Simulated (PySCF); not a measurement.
# Bi2F8O (Bi2(O)1(F)8): the cost of one run

The runs use PySCF 2.14.0; BP86, Bi def2-SVP with ECP60, O def2-SVP, F def2-SVP; scalar-relativistic core potentials, no spin–orbit coupling.

5 further runs of the same task are left out: 2 for a known fault of the program, 3 that didn't finish.

## 1. The starting structure

11 atoms, charge 0, spin multiplicity 1.

Bond lengths: Bi1–O3 1.978 Å, Bi1–F4 1.961 Å, Bi1–F5 1.961 Å, Bi1–F6 1.961 Å, Bi1–F7 1.961 Å, Bi2–O3 1.978 Å, Bi2–F8 1.961 Å, Bi2–F9 1.961 Å, Bi2–F10 1.961 Å, Bi2–F11 1.961 Å. Angles: O3–Bi1–F4 135.0°, O3–Bi1–F5 135.0°, O3–Bi1–F6 92.9°, O3–Bi1–F7 92.9°, F4–Bi1–F5 90.0°, F4–Bi1–F6 88.0°, F4–Bi1–F7 88.0°, F5–Bi1–F6 88.0°, F5–Bi1–F7 88.0°, F6–Bi1–F7 174.3°, O3–Bi2–F8 135.0°, O3–Bi2–F9 135.0°, O3–Bi2–F10 92.9°, O3–Bi2–F11 92.9°, F8–Bi2–F9 90.0°, F8–Bi2–F10 88.0°, F8–Bi2–F11 88.0°, F9–Bi2–F10 88.0° and more.

Geometry (Å):

```
atom     x (Å)     y (Å)     z (Å)
 Bi1   0.00000   0.00000   1.97800
 Bi2   0.00000   0.00000  -1.97800
  O3   0.00000   0.00000   0.00000
  F4   1.38650   0.00000   3.36450
  F5  -1.38650   0.00000   3.36450
  F6   0.00000   1.95840   2.07590
  F7   0.00000  -1.95840   2.07590
  F8   1.38650   0.00000  -3.36450
  F9  -1.38650   0.00000  -3.36450
 F10   0.00000   1.95840  -2.07590
 F11   0.00000  -1.95840  -2.07590
```

Formal oxidation states: Bi +5.

## 2. SCF at the start, singlet

run.py (the lines that set the calculation)

```python
mol = gto.M(atom='''
Bi     0.00000     0.00000     1.97800
Bi     0.00000     0.00000    -1.97800
O      0.00000     0.00000     0.00000
F      1.38650     0.00000     3.36450
F     -1.38650     0.00000     3.36450
F      0.00000     1.95840     2.07590
F      0.00000    -1.95840     2.07590
F      1.38650     0.00000    -3.36450
F     -1.38650     0.00000    -3.36450
F      0.00000     1.95840    -2.07590
F      0.00000    -1.95840    -2.07590''',
    basis={'Bi': 'def2-SVP', 'O': 'def2-SVP', 'F': 'def2-SVP'},
    ecp={'Bi': 'def2-SVP'},
    charge=0, spin=0)
mf = dft.RKS(mol, xc='B88,P86')
mf.grids.atom_grid = (50, 194)
mf = mf.density_fit()  # fitting sets: Bi def2-universal-JKFIT, O def2-universal-JKFIT, F def2-universal-JKFIT
mf.conv_tol = 1e-08; mf.max_cycle = 55
mf.kernel(dm0)  # dm0: free metal ions and neutral atoms
```

The run is started by

```
OMP_NUM_THREADS=4 python run.py
```

Q: Estimate wall time and peak memory on 4 threads of Arm Neoverse V2, shared host.

About 5.5 s, with a peak of 0.81 GiB.
